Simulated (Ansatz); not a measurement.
Working through a ladder of methods at one geometry of C₂H₆OSeSi, SMILES O[SiH2]C=C[SeH]

Computed with Ansatz's Python interface.

The cells in order, each with its output:

In [1]:
```python
from pathlib import Path
import warnings

import ansatz as az
import numpy as np
```

In [2]:
```python
BASIS_SET = "def2-SVP"
```

In [3]:
```python
GEOMETRY = """
O    -1.60050    1.84530    0.75690
Si   -0.54860    0.61900    1.08540
C     0.33700    0.17710   -0.46910
C     0.37100   -1.04280   -0.97290
Se    1.25870   -1.49920   -2.59190
H    -2.09380    2.08850    1.60950
H     0.44180    1.07070    2.11060
H    -1.24360   -0.52960    1.58440
H     0.97500    0.95370   -0.89960
H    -0.29970   -1.82200   -0.46880
H     2.46800   -1.91750   -1.72400
"""
```

In [4]:
```python
warnings.simplefilter("ignore", az.DeckWarning)
```

In [5]:
```python
system = az.Crystal.molecule()
for line in GEOMETRY.strip().splitlines():
    symbol, *xyz = line.split()
    system = system.atom(symbol, [float(v) for v in xyz])
```

In [6]:
```python
calc = system.calculation().basis(gaussian=BASIS_SET)
```

In [7]:
```python
print("functional    E (Ha)        dipole (D)   HOMO (eV)  LUMO (eV)")
for name in ["r2scan", "b3lyp", "lda", "pbe", "blyp", "pbe0"]:
    r = calc.functional(name).forces().orbitals().run(threads=1, backend="cpu", runs_dir="runs").report
    lines = Path(r["orbitals_path"]).read_text().splitlines()
    field_of = lambda key: [line.split("=")[1].strip() for line in lines if line.startswith(key)]
    orbitals = [(27.211386 * float(e), s, float(n)) for e, s, n in zip(field_of("Ene="), field_of("Spin="), field_of("Occup="))]
    homo = max(e for e, _, n in orbitals if n > 0.5)
    lumo = min(e for e, _, n in orbitals if n < 0.5)
    dipole = 4.803205 * np.linalg.norm(r["charge_distribution"]["dipole_moment_e_ang"])
    print(f"{name:10s} {r['free_energy_ev'] / 27.211386246:14.6f} {dipole:9.3f} {homo:11.3f} {lumo:10.3f}")
```
```text
functional    E (Ha)        dipole (D)   HOMO (eV)  LUMO (eV)
r2scan       -2845.464425     1.934      -5.732     -1.803
b3lyp        -2845.640076     1.814      -6.357     -1.145
lda          -2839.706205     1.875      -5.514     -2.095
pbe          -2844.881807     1.758      -5.411     -1.923
blyp         -2845.553529     1.667      -5.196     -1.718
pbe0         -2844.999579     1.928      -6.655     -0.997
```

Reading the output:
- Total energies depend on the basis set; only differences at equal settings carry meaning.
- The geometry is a force-field or estimated start, not a minimum of this method, and the basis set is short of its limit. A lower total doesn't mark the better method: functionals have no common bound, and MP2 and coupled cluster aren't variational.
- b3lyp holds the VWN-RPA fit, as in Gaussian; the form of ORCA and Turbomole is b3lyp5.
- Levels such as HOMO and LUMO are orbital energies: with these approximate functionals they aren't the ionisation energy and electron affinity, and their gap isn't the fundamental gap.
- It ran for 28 s on 1 thread of Arm Neoverse V2, with other jobs on the host, peak memory 0.38 GiB.
